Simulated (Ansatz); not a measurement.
**CH2BF3O2S: a ladder of functionals and wavefunction methods**

Aim: compute CH2BF3O2S with functionals from several rungs and with coupled cluster, and see how far each lands from CCSD(T) at the basis-set limit for the atomisation energy.

The runs use Ansatz 0.2.0, Gaussian basis; functionals in def2-TZVPP, the program's frozen cores in correlated methods.

Plan: PBE-D4, r2SCAN-D4, PBE0-D4, B3LYP-D4, ωB97X-V, ωB97M-V, B2PLYP; CCSD(T)/def2-TZVPP; MP2/def2-QZVPP; extrapolation to the limit.

## Step 1: The geometry

An earlier PBE0-D4 in a triple-zeta def2 set relaxation fixed the geometry.

SMILES `OB(O)SC(F)(F)F`, 10 atoms, charge 0, spin multiplicity 1.

Atoms are counted from 1 here; the program's logs count them from 0.

Bond lengths: O1–B2 1.353 Å, O1–H9 0.962 Å, B2–O3 1.353 Å, B2–S4 1.848 Å, O3–H10 0.960 Å, S4–C5 1.800 Å, C5–F6 1.327 Å, C5–F7 1.348 Å, C5–F8 1.336 Å. Angles: B2–O1–H9 112.3°, O1–B2–O3 120.8°, O1–B2–S4 112.5°, O3–B2–S4 126.7°, B2–O3–H10 116.5°, B2–S4–C5 101.2°, S4–C5–F6 109.0°, S4–C5–F7 113.1°, S4–C5–F8 113.1°, F6–C5–F7 107.5°, F6–C5–F8 108.0°, F7–C5–F8 106.0°.

Coordinates:

```mol
CH2BF3O2S
  3D, bonds by distance, orders not assigned

 10  9  0  0  0  0  0  0  0  0999 V2000
   -2.1857    0.1612   -1.2177 O   0  0
   -1.0530   -0.1317   -0.5380 B   0  0
   -0.6468   -1.4132   -0.3880 O   0  0
   -0.2166    1.3762    0.1255 S   0  0
    1.3378    0.6852    0.7127 C   0  0
    2.0241    1.6346    1.3354 F   0  0
    1.1691   -0.3304    1.5834 F   0  0
    2.1016    0.2035   -0.2721 F   0  0
   -2.6447   -0.6282   -1.5199 H   0  0
    0.1141   -1.5572    0.1786 H   0  0
  1  2  8  0
  2  3  8  0
  2  4  8  0
  4  5  8  0
  5  6  8  0
  5  7  8  0
  5  8  8  0
  1  9  8  0
  3 10  8  0
M  END
```

## Step 2: PBE-D4 (GGA)

File in.yaml:

```yaml
crystal:
  periodic: [false, false, false]
  atoms:
    - {symbol: O, position_ang: [-2.185670, 0.161229, -1.217699]}
    - {symbol: B, position_ang: [-1.052962, -0.131725, -0.538015]}
    - {symbol: O, position_ang: [-0.646794, -1.413250, -0.387981]}
    - {symbol: S, position_ang: [-0.216584, 1.376233, 0.125486]}
    - {symbol: C, position_ang: [1.337822, 0.685246, 0.712734]}
    - {symbol: F, position_ang: [2.024074, 1.634627, 1.335414]}
    - {symbol: F, position_ang: [1.169144, -0.330406, 1.583448]}
    - {symbol: F, position_ang: [2.101610, 0.203502, -0.272110]}
    - {symbol: H, position_ang: [-2.644734, -0.628238, -1.519926]}
    - {symbol: H, position_ang: [0.114106, -1.557229, 0.178640]}
basis:
  gaussian: {orbitals: def2-TZVPP}
hamiltonian: {xc: pbe, dispersion: d4}
output: {forces: true, orbitals: {seedname: orbitals}}
```

Started as:

```
$ ansatz run in.yaml --threads 2 --pin off --events-out ev --progress --plain --max-ram 32768MiB --backend cuda --devices 0, --max-vram 18GiB
```

The runs that follow: r2SCAN-D4 (meta-GGA); PBE0-D4 (hybrid); B3LYP-D4 (hybrid); ωB97X-V (range-separated); ωB97M-V (range-separated); B2PLYP (double hybrid); CCSD(T) in def2-TZVPP; MP2 in def2-QZVPP.

**Question.** What will the summary of the whole plan be? Wanted: atomisation energy, CCSD(T)/CBS; farthest; mean size of error, hybrid; mean size of error, range-separated; gap, smallest and largest; T1 diagnostic; triples share of the correlation energy.

As calculated:

| quantity | value |
| --- | --- |
| atomisation energy, CCSD(T)/CBS | 43.281 eV |
| functionals within 0.216 eV (0.5 %) | ωB97X-V |
| farthest | PBE-D4 (+1.976 eV) |
| mean size of error, hybrid | 0.257 eV |
| mean size of error, range-separated | 0.302 eV |
| gap, smallest and largest | 5.96 eV (PBE-D4), 13.01 eV (ωB97X-V) |
| T1 diagnostic | 0.0129 |
| triples share of the correlation energy | 3.5 % |

PBE-D4 misses by +1.976 eV. Double hybrids carry the basis error of their MP2 part in triple zeta, and no dispersion term here, so their miss is partly the set-up's. The reference freezes the cores and leaves out relativity and excitations past (T), so misses under about 0.216 eV can't be ranked. Hartree-Fock recovers 68 % of the binding; the rest is correlation. Orbital gaps span 6.0 to 13.0 eV; exact exchange widens them.
